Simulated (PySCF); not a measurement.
# C4H9BO: electronic excitations and core binding energies

What electronic excitations and core binding energies should C4H9BO (`C=C(C)BOC`) show?

Computed with PySCF 2.14.0, with density-fitted response routines of our own, on a single molecule in the gas phase. Atoms count from 0, in the outputs and in this text.

## 1. The molecule as given

15 atoms, charge 0, multiplicity 1; geometry from: GFN2-xTB.

Bonds of the start (Å): C0–C1 1.33, C1–C2 1.50, C1–B3 1.57, B3–O4 1.33, O4–C5 1.40, C0–H6 1.08, C0–H7 1.08, C2–H8 1.09, C2–H9 1.09, C2–H10 1.09, B3–H11 1.18, C5–H12 1.09, C5–H13 1.09, C5–H14 1.09.

## 2. Ultraviolet spectrum: PBE0/def2-SVPD

What the job is given:

```
{"job": {"kind": "uv", "xc": "PBE0", "basis": "def2-SVPD", "nstates": 8, "ntriplets": 3}, "charge": 0, "multiplicity": 1}
C     -1.893774    -1.449781    -0.208811
C     -1.067781    -0.408300    -0.291692
C     -1.612114     0.973115    -0.526660
B      0.486928    -0.574748    -0.144982
O      1.222395     0.535035    -0.169105
C      2.616801     0.577694    -0.040768
H     -2.965483    -1.348148    -0.299614
H     -1.527210    -2.449368    -0.044348
H     -2.700491     0.982005    -0.534166
H     -1.248191     1.351942    -1.480769
H     -1.252315     1.648648     0.247091
H      0.980536    -1.643445    -0.011879
H      3.049109    -0.423450     0.047135
H      3.036157     1.077101    -0.918235
H      2.871019     1.159690     0.849238
```

Method: TDDFT PBE0/def2-SVPD, vertical, gas phase, core orbitals frozen in the response.

Launch:

```bash
> OMP_NUM_THREADS=1 python probes_run.py task.json out
```

This one command runs all jobs of the session in turn.

Standard output:

```text
coarse grid: 12096 points
cycle   1  E = -257.3302298232  dE =  5.241e-01  |g| = 5.628e-01  |ddm| = 6.262e+00
cycle   2  E = -257.2497111509  dE =  8.052e-02  |g| = 8.592e-01  |ddm| = 1.711e+00
cycle   3  E = -257.3975829111  dE = -1.479e-01  |g| = 1.124e-01  |ddm| = 9.205e-01
cycle   4  E = -257.4002533532  dE = -2.670e-03  |g| = 3.351e-02  |ddm| = 1.887e-01
cycle   5  E = -257.4005316804  dE = -2.783e-04  |g| = 1.036e-02  |ddm| = 6.304e-02
cycle   6  E = -257.4005574232  dE = -2.574e-05  |g| = 4.246e-03  |ddm| = 2.565e-02
cycle   7  E = -257.4005620286  dE = -4.605e-06  |g| = 7.036e-04  |ddm| = 7.558e-03
final grid: 115600 points
cycle   8  E = -257.4449748696  dE = -3.794e-05  |g| = 1.009e-02  |ddm| = 1.484e-01
cycle   9  E = -257.4449557166  dE =  1.915e-05  |g| = 1.428e-02  |ddm| = 3.018e-02
cycle  10  E = -257.4449977219  dE = -4.201e-05  |g| = 1.737e-03  |ddm| = 1.551e-02
cycle  11  E = -257.4449983974  dE = -6.755e-07  |g| = 1.895e-04  |ddm| = 2.191e-03
cycle  12  E = -257.4449984039  dE = -6.495e-09  |g| = 8.270e-05  |ddm| = 5.606e-04
cycle  13  E = -257.4449984053  dE = -1.423e-09  |g| = 3.708e-05  |ddm| = 1.824e-04
cycle  14  E = -257.4449984057  dE = -3.443e-10  |g| = 8.226e-06  |ddm| = 6.938e-05
converged SCF energy = -257.4449984057

Static polarisability (au): isotropic 69.955, principal 50.384 67.794 91.688

Singlet excitations
state   eV       nm        f      main configurations
  1   5.7230    216.6   0.00231   H-1->L 0.98
  2   6.0379    205.3   0.31715   H->L 0.94
  3   7.0110    176.8   0.01362   H->L+1 0.91
  4   7.1561    173.3   0.00088   H-3->L 0.94
  5   7.5729    163.7   0.01313   H-4->L 0.83, H-2->L 0.12
  6   7.6071    163.0   0.10516   H-2->L 0.84, H-4->L 0.12
  7   7.6496    162.1   0.00447   H->L+2 0.78, H->L+5 0.10
  8   7.8152    158.6   0.02189   H-1->L+1 0.97

Triplet excitations (Tamm-Dancoff, eV): 3.8030 5.2184 6.4174
```

Run time: 48 s. Hardware: 1 thread of Arm Neoverse N1, shared host; peak memory 0.76 GiB.

The orbitals next to the gap, with their largest atomic shares:

```csv
orbital,eV,atoms
HOMO−3,-9.55,"O4 34 %, C5 14 %, B3 10 %"
HOMO−2,-9.35,"O4 46 %, C5 19 %, B3 10 %"
HOMO−1,-8.25,"B3 23 %, C1 20 %, O4 19 %"
HOMO,-7.40,"C0 36 %, C1 33 %, C2 8 %"
LUMO,-0.83,"C0 26 %, B3 24 %, C1 20 %"
LUMO+1,0.61,"B3 38 %, C5 16 %, O4 6 %"
LUMO+2,1.23,"C5 18 %, C0 14 %, C2 9 %"
```

With each of the 8 states as a Gaussian band of 0.4 eV half-width at 1/e, the curve within the window shown has maxima at 206 nm (ε 13,000), 163 nm (ε 5,700) L/(mol cm). Beyond the last state computed it falls off for lack of states. The curve at chosen wavelengths:

| nm | ε (L/mol/cm) |
| --- | --- |
| 153 | 1485 |
| 157 | 3643 |
| 160 | 5166 |
| 164 | 5627 |
| 167 | 4697 |
| 171 | 2900 |
| 174 | 1842 |
| 178 | 1055 |
| 181 | 845 |
| 185 | 1121 |
| 189 | 2395 |
| 192 | 4200 |
| 196 | 7497 |
| 199 | 10048 |
| 203 | 12422 |
| 206 | 12882 |
| 210 | 11672 |
| 214 | 9095 |
| 217 | 6904 |
| 221 | 4302 |
| 224 | 2811 |
| 228 | 1465 |
| 231 | 850 |
| 235 | 385 |
| 238 | 204 |
| 242 | 83 |

Further results of this job:

| property | computed |
| --- | --- |
| dipole moment (D) | 1.22 |
| polarisability (Å³) | 10.37 |
| HOMO–LUMO gap (eV) | 6.57 |
| −ε(HOMO) (eV) | 7.40 |

## 3. Core-electron binding energies: SCAN, X2C

The job, as its differences from that of step 2:

```diff
@@ -1,2 +1,2 @@
-{"job": {"kind": "uv", "xc": "PBE0", "basis": "def2-SVPD", "nstates": 8, "ntriplets": 3}, "charge": 0, "multiplicity": 1}
+{"job": {"kind": "xps"}, "charge": 0, "multiplicity": 1}
 C     -1.893774    -1.449781    -0.208811
```

Method: delta-SCF UKS SCAN, pcX-2 on the ionised atom, pcseg-1 elsewhere, spin-free X2C.

Standard output:

```text
ground state, core basis on atom 0 (C), 160 functions
  cycle   1  E = -257.78767235  |g| = 6.48e-01
  cycle   2  E = -257.62079220  |g| = 1.10e+00
  cycle   3  E = -257.87530830  |g| = 2.21e-01
  cycle   4  E = -257.88612801  |g| = 4.90e-02
  cycle   5  E = -257.88656930  |g| = 2.76e-02
  cycle   6  E = -257.88675702  |g| = 1.10e-02
  cycle   7  E = -257.88679031  |g| = 2.36e-03
  cycle   8  E = -257.88679107  |g| = 5.38e-04
  cycle   9  E = -257.88679124  |g| = 1.86e-04
  E(ground) = -257.90011508 Eh
hole in C 1s of atom 0
  cycle   1  E = -246.65388425  |g| = 1.51e+00
  cycle   2  E = -245.45166622  |g| = 2.02e+00
  cycle   3  E = -247.06420337  |g| = 6.08e-01
  cycle   4  E = -247.13892417  |g| = 4.97e-01
  cycle   5  E = -247.23319016  |g| = 1.19e-01
  cycle   6  E = -247.23891068  |g| = 2.94e-02
  cycle   7  E = -247.23929884  |g| = 1.10e-02
  cycle   8  E = -247.23936323  |g| = 4.98e-03
  cycle   9  E = -247.23938194  |g| = 2.41e-03
  cycle  10  E = -247.23938745  |g| = 1.34e-03
  cycle  11  E = -247.23938978  |g| = 4.15e-04
  E(ion) = -247.25151309 Eh   <S^2> = 0.7843   hole on atom = 1.000   binding energy = 289.763 eV
ground state, core basis on atom 1 (C), 160 functions
  cycle   1  E = -257.88694770  |g| = 6.38e-02
  cycle   2  E = -257.88596324  |g| = 6.77e-02
  cycle   3  E = -257.88677773  |g| = 3.98e-02
  cycle   4  E = -257.88721424  |g| = 6.40e-03
  cycle   5  E = -257.88722508  |g| = 1.54e-03
  cycle   6  E = -257.88722458  |g| = 3.37e-04
  E(ground) = -257.90051965 Eh
hole in C 1s of atom 1
  cycle   1  E = -246.66139365  |g| = 1.51e+00
  cycle   2  E = -245.74302919  |g| = 1.98e+00
  cycle   3  E = -247.12602399  |g| = 5.03e-01
  cycle   4  E = -247.19265351  |g| = 3.21e-01
  cycle   5  E = -247.23695014  |g| = 8.81e-02
  cycle   6  E = -247.23909531  |g| = 4.45e-02
  cycle   7  E = -247.24007077  |g| = 1.21e-02
  cycle   8  E = -247.24021224  |g| = 6.41e-03
  cycle   9  E = -247.24027509  |g| = 4.06e-03
  cycle  10  E = -247.24033529  |g| = 3.00e-03
  cycle  11  E = -247.24036395  |g| = 1.80e-03
  cycle  12  E = -247.24037422  |g| = 8.32e-04
  cycle  13  E = -247.24037679  |g| = 3.86e-04
  E(ion) = -247.25176792 Eh   <S^2> = 0.8227   hole on atom = 1.000   binding energy = 289.767 eV
ground state, core basis on atom 2 (C), 160 functions
  cycle   1  E = -257.88514010  |g| = 5.83e-02
  cycle   2  E = -257.88498745  |g| = 3.07e-02
  cycle   3  E = -257.88489956  |g| = 3.46e-02
  cycle   4  E = -257.88521186  |g| = 8.39e-03
  cycle   5  E = -257.88522987  |g| = 7.01e-04
  cycle   6  E = -257.88523037  |g| = 1.69e-04
  E(ground) = -257.89834661 Eh
hole in C 1s of atom 2
  cycle   1  E = -246.66253973  |g| = 1.50e+00
  cycle   2  E = -246.07225788  |g| = 1.75e+00
  cycle   3  E = -247.14475296  |g| = 3.99e-01
  cycle   4  E = -247.15852533  |g| = 3.25e-01
  cycle   5  E = -247.21910505  |g| = 5.36e-02
  cycle   6  E = -247.22023505  |g| = 2.36e-02
  cycle   7  E = -247.22041248  |g| = 1.23e-02
  cycle   8  E = -247.22046704  |g| = 4.74e-03
  cycle   9  E = -247.22047995  |g| = 1.26e-03
  cycle  10  E = -247.22048177  |g| = 8.54e-04
  cycle  11  E = -247.22048383  |g| = 5.13e-04
  cycle  12  E = -247.22048518  |g| = 3.66e-04
  E(ion) = -247.23222974 Eh   <S^2> = 0.7670   hole on atom = 1.000   binding energy = 290.240 eV
ground state, core basis on atom 3 (B), 160 functions
  cycle   1  E = -257.88053476  |g| = 5.25e-02
  cycle   2  E = -257.88038395  |g| = 3.85e-02
  cycle   3  E = -257.88061406  |g| = 2.38e-02
  cycle   4  E = -257.88073789  |g| = 9.58e-03
  cycle   5  E = -257.88076073  |g| = 1.64e-03
  cycle   6  E = -257.88076129  |g| = 4.94e-04
  E(ground) = -257.89471428 Eh
hole in B 1s of atom 3
  cycle   1  E = -250.27643968  |g| = 1.17e+00
  cycle   2  E = -248.94132020  |g| = 1.79e+00
  cycle   3  E = -250.48586142  |g| = 5.74e-01
  cycle   4  E = -250.57755969  |g| = 4.64e-01
  cycle   5  E = -250.67964677  |g| = 1.36e-01
  cycle   6  E = -250.68719312  |g| = 4.06e-02
  cycle   7  E = -250.68801002  |g| = 1.61e-02
  cycle   8  E = -250.68820502  |g| = 8.04e-03
  cycle   9  E = -250.68826727  |g| = 4.50e-03
  cycle  10  E = -250.68830114  |g| = 3.82e-03
  cycle  11  E = -250.68832265  |g| = 1.59e-03
  cycle  12  E = -250.68832764  |g| = 8.80e-04
  cycle  13  E = -250.68832943  |g| = 5.87e-04
  cycle  14  E = -250.68833134  |g| = 4.17e-04
  E(ion) = -250.70157497 Eh   <S^2> = 0.8229   hole on atom = 1.000   binding energy = 195.735 eV
ground state, core basis on atom 4 (O), 160 functions
  cycle   1  E = -257.91472924  |g| = 1.04e-01
  cycle   2  E = -257.91304909  |g| = 1.10e-01
  cycle   3  E = -257.91461599  |g| = 5.77e-02
  cycle   4  E = -257.91519708  |g| = 8.10e-03
  cycle   5  E = -257.91521353  |g| = 1.85e-03
  cycle   6  E = -257.91521569  |g| = 4.35e-04
  E(ground) = -257.92604126 Eh
hole in O 1s of atom 4
  cycle   1  E = -237.29200952  |g| = 2.23e+00
  cycle   2  E = -236.54785147  |g| = 2.31e+00
  cycle   3  E = -237.92148446  |g| = 6.14e-01
  cycle   4  E = -237.93506164  |g| = 5.11e-01
  cycle   5  E = -238.11364213  |g| = 9.51e-02
  cycle   6  E = -238.11906349  |g| = 3.47e-02
  cycle   7  E = -238.11964760  |g| = 1.14e-02
  cycle   8  E = -238.11971493  |g| = 3.80e-03
  cycle   9  E = -238.11972220  |g| = 9.57e-04
  cycle  10  E = -238.11972264  |g| = 4.11e-04
  E(ion) = -238.13081945 Eh   <S^2> = 0.7618   hole on atom = 1.000   binding energy = 538.655 eV
ground state, core basis on atom 5 (C), 160 functions
  cycle   1  E = -257.88578664  |g| = 9.60e-02
  cycle   2  E = -257.88224539  |g| = 1.57e-01
  cycle   3  E = -257.88683962  |g| = 2.01e-02
  cycle   4  E = -257.88688777  |g| = 1.07e-02
  cycle   5  E = -257.88692286  |g| = 1.53e-03
  cycle   6  E = -257.88692382  |g| = 3.79e-04
  E(ground) = -257.89973168 Eh
hole in C 1s of atom 5
  cycle   1  E = -246.58901881  |g| = 1.50e+00
  cycle   2  E = -243.93558455  |g| = 2.43e+00
  cycle   3  E = -246.47994958  |g| = 1.16e+00
  cycle   4  E = -247.05905195  |g| = 4.50e-01
  cycle   5  E = -247.12334723  |g| = 1.90e-01
  cycle   6  E = -247.13449292  |g| = 8.46e-02
  cycle   7  E = -247.13781536  |g| = 3.26e-02
  cycle   8  E = -247.13836956  |g| = 1.19e-02
  cycle   9  E = -247.13845781  |g| = 3.48e-03
  cycle  10  E = -247.13846707  |g| = 1.62e-03
  cycle  11  E = -247.13847085  |g| = 5.51e-04
  cycle  12  E = -247.13847182  |g| = 2.05e-04
  E(ion) = -247.15091299 Eh   <S^2> = 0.7729   hole on atom = 1.000   binding energy = 292.490 eV
```

Wall time 2.1 min (1 thread of Arm Neoverse N1, shared host); peak memory 0.61 GiB.

The holes in one table. −ε is the ground-state orbital energy:

| hole | stands for | environment | ΔSCF (eV) | −ε (eV) | ⟨S²⟩ |
| --- | --- | --- | --- | --- | --- |
| C1s on C0 | C0 | terminal =CH2 carbon | 289.76 | 273.3 | 0.784 |
| C1s on C1 | C1 | fully substituted alkene carbon | 289.77 | 273.1 | 0.823 |
| C1s on C2 | C2 | allylic methyl carbon | 290.24 | 273.0 | 0.767 |
| B1s on B3 | B3 | boron bonded to C, O, H | 195.74 | 180.0 | 0.823 |
| O1s on O4 | O4 | oxygen bonded to C, B | 538.66 | 517.2 | 0.762 |
| C1s on C5 | C5 | methyl carbon bonded to O | 292.49 | 275.1 | 0.773 |

## 4. What came out

| quantity | value |
| --- | --- |
| lowest singlet (PBE0/def2-SVPD) | 5.72 eV (217 nm), f = 0.002 |
| brightest single state of those computed | state 2, 6.04 eV, f = 0.317 |
| lowest triplet | 3.80 eV |
| C1s binding energies, SCAN/pcX-2 | C5 292.49, C2 290.24, C1 289.77, C0 289.76 eV |
| B1s binding energies, SCAN/pcX-2 | B3 195.74 eV |
| O1s binding energies, SCAN/pcX-2 | O4 538.66 eV |

**Reading.** The first singlet state (HOMO−1→LUMO 0.98) lies at 5.72 eV and is weak; of the 8 states computed, the strongest absorption comes from state 2 at 6.04 eV. The lowest triplet lies 1.92 eV below the lowest singlet (triplets in Tamm-Dancoff, singlets in full TDDFT). C5 (methyl carbon bonded to O) binds its C1s electron 2.73 eV more tightly than C0 (terminal =CH2 carbon).
